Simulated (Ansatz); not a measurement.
Geometry optimisation, DFT LDA, scalar-relativistic, plane waves, PAW (Ansatz).

Input file:

```yaml
crystal:
  lattice:
    - [-3.65, -6.321985, 0.0]
    - [5.475, -3.160993, 0.0]
    - [0.0, 0.0, 11.4683]
  atoms:
    - { symbol: "Y", position: [0.75, 0.5, 0.0] }
    - { symbol: "Y", position: [0.5, 0.3333333, 0.25] }
    - { symbol: "Y", position: [0.75, 0.5, 0.5] }
    - { symbol: "Y", position: [0.5, 0.3333333, 0.75] }
    - { symbol: "Y", position: [0.5, 0.0, 0.0] }
    - { symbol: "Y", position: [0.25, 0.8333333, 0.25] }
    - { symbol: "Y", position: [0.5, 0.0, 0.5] }
    - { symbol: "Y", position: [0.25, 0.8333333, 0.75] }
    - { symbol: "Y", position: [0.25, 0.5, 0.0] }
    - { symbol: "Y", position: [0.0, 0.3333333, 0.25] }
    - { symbol: "Y", position: [0.25, 0.5, 0.5] }
    - { symbol: "Y", position: [0.0, 0.3333333, 0.75] }
    - { symbol: "Y", position: [0.0, 0.0, 0.0] }
    - { symbol: "Y", position: [0.75, 0.8333333, 0.25] }
    - { symbol: "Y", position: [0.0, 0.0, 0.5] }
    - { symbol: "Y", position: [0.75, 0.8333333, 0.75] }
    - { symbol: Li, position: [0.7643998, 0.1602652, 0.3766582] }
basis:
  ecutwfc: 420.0
kpoints:
  mp_grid: { grid: [3, 3, 2] }
hamiltonian:
  xc: lda
scf:
  occupations: { method: gaussian, width: 0.05 }
  lower_state_search: "off"
relax:
  f_tol: 0.03
  max_steps: 60
  adjacent_minimum: "off"
output:
  write_density: true
  write_potential: true
  elf: true
  volumetric_format: npy
```

Run as:

```bash
$ ansatz run input.yaml --threads 4 --pin off --max-ram 10240MiB --backend cpu --events-out ev --progress --plain --runs-dir out
```

Q: Where does it end, and by what steps?

A: The forces met the threshold. The force dipped under the threshold on the way, but the program's further checks kept it going. Limits of this set-up: coarse k mesh, a small cell, in which the defect meets its images. After 13 steps the energy has fallen by 1.265 eV; Li17 moved furthest, 1.34 Å. Joined: Y4–Li17 (4.82 → 3.46 Å), Y12–Li17 (4.74 → 3.46 Å), Y16–Li17 (4.76 → 3.57 Å).

```json
{"step": "0", "energy less start (eV)": "0.0000", "largest force component (eV/Å)": "1.331", "accepted": "yes"}
{"step": "1", "energy less start (eV)": "-0.9269", "largest force component (eV/Å)": "0.310", "accepted": "yes"}
{"step": "2", "energy less start (eV)": "-1.0124", "largest force component (eV/Å)": "0.081", "accepted": "yes"}
{"step": "3", "energy less start (eV)": "-1.0327", "largest force component (eV/Å)": "0.158", "accepted": "yes"}
{"step": "4", "energy less start (eV)": "-1.0651", "largest force component (eV/Å)": "0.220", "accepted": "yes"}
{"step": "5", "energy less start (eV)": "-1.1193", "largest force component (eV/Å)": "0.205", "accepted": "yes"}
{"step": "6", "energy less start (eV)": "-1.1860", "largest force component (eV/Å)": "0.146", "accepted": "yes"}
{"step": "7", "energy less start (eV)": "-1.2307", "largest force component (eV/Å)": "0.072", "accepted": "yes"}
{"step": "8", "energy less start (eV)": "-1.2488", "largest force component (eV/Å)": "0.199", "accepted": "yes"}
{"step": "9", "energy less start (eV)": "-1.2640", "largest force component (eV/Å)": "0.020", "accepted": "yes"}
{"step": "10", "energy less start (eV)": "-1.2640", "largest force component (eV/Å)": "0.020", "accepted": "yes"}
{"step": "11", "energy less start (eV)": "-1.2641", "largest force component (eV/Å)": "0.037", "accepted": "yes"}
{"step": "12", "energy less start (eV)": "-1.2650", "largest force component (eV/Å)": "0.004", "accepted": "yes"}
{"step": "13", "energy less start (eV)": "-1.2650", "largest force component (eV/Å)": "0.004", "accepted": "yes"}
```

```xyz
17
Lattice="-3.6500 -6.3220 0.0000 5.4750 -3.1610 0.0000 0.0000 0.0000 11.4683" Properties=species:S:1:pos:R:3
Y -0.009 -6.325 -0.083
Y -0.005 -4.230 2.887
Y 0.408 -6.566 5.651
Y -0.005 -4.230 8.414
Y -1.815 -3.169 -0.084
Y 3.585 -4.184 2.686
Y -1.859 -2.783 5.649
Y 3.585 -4.184 8.615
Y 1.791 -3.149 -0.084
Y 1.829 -1.054 2.887
Y 1.751 -3.125 5.651
Y 1.830 -1.054 8.415
Y 0.007 -0.015 -0.084
Y 1.869 -7.408 2.755
Y -0.350 -0.170 5.650
Y 1.869 -7.408 8.547
Li -1.795 -5.292 5.656
```

Whether the end is a true minimum wasn't checked by a vibrational analysis.

Run time: 3.4 min on 4 threads of Intel(R) Xeon(R) Platinum 8375C CPU @ 2.90GHz (Ice Lake), with other jobs on the host, peak memory 1.6 GiB.
